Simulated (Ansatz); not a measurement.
# SnH2F (SMILES [F][SnH2]) at UPBE0/def2-TZVPP (core potential)

Aim: the electronic atomisation energy of SnH2F at UPBE0/def2-TZVPP (core potential), from 4 runs. 

Program for the calculation: Ansatz 0.2.0.

36 further runs of the same task are left out: 36 set aside as unsound or not needed.

### 1 The system as given

SnH2F: 4 atoms, total charge 0, spin state doublet. As SMILES, `[F][SnH2]`. The shape is that of a PBE0-D4/def2-TZVP optimisation.

Bond lengths: F1–Sn2 1.932 Å, Sn2–H3 1.726 Å, Sn2–H4 1.726 Å. Angles: F1–Sn2–H3 103.3°, F1–Sn2–H4 103.3°, H3–Sn2–H4 113.3°.

### 2 A single-point energy at UPBE0/def2-TZVPP (core potential)

The input, run.yaml:

```yaml
crystal:
  periodic: [false, false, false]
  atoms:
    - symbol: F
      position_ang: [-1.552600, -0.190000, 0.640700]
    - symbol: Sn
      position_ang: [0.028300, -0.242200, -0.468300]
    - symbol: H
      position_ang: [1.184100, -1.054400, 0.524100]
    - symbol: H
      position_ang: [0.395700, 1.426200, -0.716700]
basis:
  gaussian:
    orbitals: def2-TZVPP
magnetization:
  spin_polarized: true
  initial_magnetization: 1
hamiltonian:
  xc: {name: PBE0}
accuracy: high
output:
  orbitals: {seedname: orbitals}
```

The run is started by

```
$ ansatz run run.yaml --threads 1 --pin off --max-ram 3480MiB --events-out events.jsonl --progress --plain --runs-dir runs
```

Standard output:

```text
Warning: RAYON_NUM_THREADS=1 ignored (pool sized by the plan → 1); use --threads N
Functional definition: PBE0
  name "PBE0"
  parameter a = 0.25
  parameter kappa = 0.804
  parameter beta = 0.06672455060314922
  exchange = (1 - a)*pbe_x(kappa = kappa, mu = beta*pi^2/3) + a*exact_x
  correlation = pbe_c(beta = beta)
1918 factors; integrals over basis functions are off by at most 3.5e-9 eV
mean field evaluation 1: about -8576.6608 eV, gradient 2.8e1 eV
mean field evaluation 2: about -8564.0632 eV, gradient 6.9e1 eV
mean field evaluation 4: about -8579.1678 eV, gradient 1.8e0 eV
mean field evaluation 8: about -8579.1898 eV, gradient 9.4e-2 eV
mean field evaluation 16: about -8579.1899 eV, gradient 9.5e-5 eV
mean field -8579.18990257 eV, -315.2794137356 hartree, gradient 5.0e-8 eV, S^2 0.752442; 0 other end points of the search recorded, 0 dependent functions left out
reference -8579.18990574 eV, -315.2794138521 hartree; 17, 16 occupied and 92, 93 virtual orbitals, 1918 factors
Total energy: -8579.18990574 eV, -315.2794138521 hartree
```

Wall time 11 s (1 thread of Arm Neoverse V1, shared host); peak memory 0.4 GiB.

### 3 The F atom, same level

The input, job.yaml:

```yaml
crystal:
  periodic: [false, false, false]
  atoms:
    - {symbol: F, position_ang: [0.000000, 0.000000, 0.000000]}
basis:
  gaussian:
    orbitals: def2-TZVPP
magnetization:
  spin_polarized: true
  initial_magnetization: 1
hamiltonian:
  xc: pbe0
accuracy: high
```

Run the same way, it converges to -99.67618 Eh (log not shown).

### 4 The H atom

The input, input.yaml:

```yaml
crystal:
  periodic: [false, false, false]
  atoms:
    - {symbol: H, position_ang: [0.000000, 0.000000, 0.000000]}
basis:
  gaussian:
    orbitals: def2-TZVPP
accuracy: high
magnetization:
  spin_polarized: true
  initial_magnetization: 1
hamiltonian:
  xc: {name: PBE0}
```

Run the same way, it converges to -0.50104 Eh (log not shown).

### 5 The Sn atom, same level

The input, job.yaml:

```yaml
crystal:
  periodic: [false, false, false]
  atoms:
    - {symbol: Sn, position_ang: [0.000000, 0.000000, 0.000000]}
basis:
  gaussian:
    orbitals: def2-TZVPP
magnetization:
  spin_polarized: true
  initial_magnetization: 2
hamiltonian:
  xc: {name: PBE0}
accuracy: high
```

Run the same way, it converges to -214.25872 Eh (log not shown).

### 6 What came out

Level: UPBE0/def2-TZVPP (core potential).

```
                                    quantity          value
                      molecule: total energy  -315.27941 Eh
molecule: HOMO energy (highest over α and β)       -6.72 eV
 molecule: LUMO energy (lowest over α and β)       -3.60 eV
                              molecule: ⟨S²⟩          0.752
                        F atom: total energy   -99.67618 Eh
                                F atom: ⟨S²⟩          0.752
                        H atom: total energy    -0.50104 Eh
                                H atom: ⟨S²⟩          0.750
                       Sn atom: total energy  -214.25872 Eh
                               Sn atom: ⟨S²⟩          2.003
               electronic atomisation energy       9.318 eV
```

In words: Taking the molecule apart into free atoms costs 9.32 eV (215 kcal/mol), before zero-point energy and without spin-orbit coupling.
